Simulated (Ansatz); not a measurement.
Geometry optimisation, Ansatz, DFT PBE-D3(BJ), scalar-relativistic, plane waves, PAW.

input.yaml

```yaml
crystal:
  lattice:
    - [8.1, 0.0, 0.0]
    - [0.0, 8.1, 0.0]
    - [0.0, 0.0, 8.1]
  atoms:
    - { symbol: Al, position: [0.5, 0.0, 0.0] }
    - { symbol: Al, position: [0.75, 0.25, 0.0] }
    - { symbol: Al, position: [0.75, 0.0, 0.25] }
    - { symbol: Al, position: [0.0, 0.0, 0.0] }
    - { symbol: Al, position: [0.25, 0.25, 0.0] }
    - { symbol: Al, position: [0.5, 0.5, 0.0] }
    - { symbol: Al, position: [0.75, 0.75, 0.0] }
    - { symbol: Al, position: [0.25, 0.0, 0.25] }
    - { symbol: Al, position: [0.5, 0.25, 0.25] }
    - { symbol: Al, position: [0.75, 0.5, 0.25] }
    - { symbol: Al, position: [0.5, 0.0, 0.5] }
    - { symbol: Al, position: [0.75, 0.25, 0.5] }
    - { symbol: Al, position: [0.75, 0.0, 0.75] }
    - { symbol: Al, position: [0.0, 0.5, 0.0] }
    - { symbol: Al, position: [0.25, 0.75, 0.0] }
    - { symbol: Al, position: [0.0, 0.25, 0.25] }
    - { symbol: Al, position: [0.25, 0.5, 0.25] }
    - { symbol: Al, position: [0.5, 0.75, 0.25] }
    - { symbol: Al, position: [0.0, 0.0, 0.5] }
    - { symbol: Al, position: [0.25, 0.25, 0.5] }
    - { symbol: Al, position: [0.5, 0.5, 0.5] }
    - { symbol: Al, position: [0.75, 0.75, 0.5] }
    - { symbol: Al, position: [0.25, 0.0, 0.75] }
    - { symbol: Al, position: [0.5, 0.25, 0.75] }
    - { symbol: Al, position: [0.75, 0.5, 0.75] }
    - { symbol: Al, position: [0.0, 0.75, 0.25] }
    - { symbol: Al, position: [0.0, 0.5, 0.5] }
    - { symbol: Al, position: [0.25, 0.75, 0.5] }
    - { symbol: Al, position: [0.0, 0.25, 0.75] }
    - { symbol: Al, position: [0.25, 0.5, 0.75] }
    - { symbol: Al, position: [0.5, 0.75, 0.75] }
    - { symbol: Al, position: [0.0, 0.75, 0.75] }
    - { symbol: H, position: [0.37756171, 0.63377589, 0.61542088] }
basis:
  ecutwfc: 420.0
kpoints:
  mp_grid: { grid: [2, 2, 2] }
hamiltonian:
  xc: pbe
  dispersion: d3bj
scf:
  occupations: { method: gaussian, width: 0.1 }
  lower_state_search: "off"
relax:
  f_tol: 0.03
  max_steps: 60
  adjacent_minimum: "off"
output:
  write_density: true
  write_potential: true
  elf: true
  volumetric_format: npy
```

Launched with:

```bash
$ ansatz run input.yaml --threads 2 --pin off --max-ram 5120MiB --backend cpu --events-out ev --progress --plain --runs-dir out
```

Where does it end, and by what steps?

It converged. Limits of this set-up: coarse k mesh, odd electron count without spin, a small cell, in which the defect meets its images. After 3 steps the energy has fallen by 0.334 eV; Al28 moved furthest, 0.13 Å.

```
step  energy less start (eV)  largest force component (eV/Å)  accepted
   0                  0.0000                           0.959       yes
   1                 -0.3003                           0.247       yes
   2                 -0.3301                           0.090       yes
   3                 -0.3340                           0.003       yes
```

```xyz
33
Lattice="8.1000 0.0000 0.0000 0.0000 8.1000 0.0000 0.0000 0.0000 8.1000" Properties=species:S:1:pos:R:3
Al 4.054 0.024 0.020
Al 6.071 2.032 -0.007
Al 6.070 -0.003 2.028
Al 0.006 -0.003 -0.007
Al 2.023 2.005 0.020
Al 4.045 4.058 -0.014
Al 6.098 6.080 0.020
Al 2.022 0.024 2.000
Al 4.054 2.005 2.001
Al 6.098 4.049 2.001
Al 4.044 -0.009 4.054
Al 6.098 2.004 4.045
Al 6.098 0.024 6.076
Al -0.021 4.049 0.020
Al 2.032 6.071 -0.014
Al 0.006 2.032 2.028
Al 2.032 4.058 2.034
Al 4.044 6.071 2.034
Al -0.022 0.025 4.045
Al 2.032 2.039 4.054
Al 4.126 3.976 3.973
Al 6.064 6.071 4.054
Al 2.032 -0.009 6.066
Al 4.045 2.039 6.067
Al 6.064 4.058 6.066
Al -0.022 6.080 2.000
Al 0.012 4.058 4.054
Al 1.949 6.153 3.972
Al -0.021 2.005 6.076
Al 1.951 3.978 6.147
Al 4.126 6.152 6.149
Al 0.012 6.071 6.067
H 3.039 5.067 5.058
```

Whether the end is a true minimum wasn't checked by a vibrational analysis.

Run time: 29 s on 2 threads of Intel(R) Xeon(R) Platinum 8488C (Sapphire Rapids), on a shared host, peak memory 1 GiB.
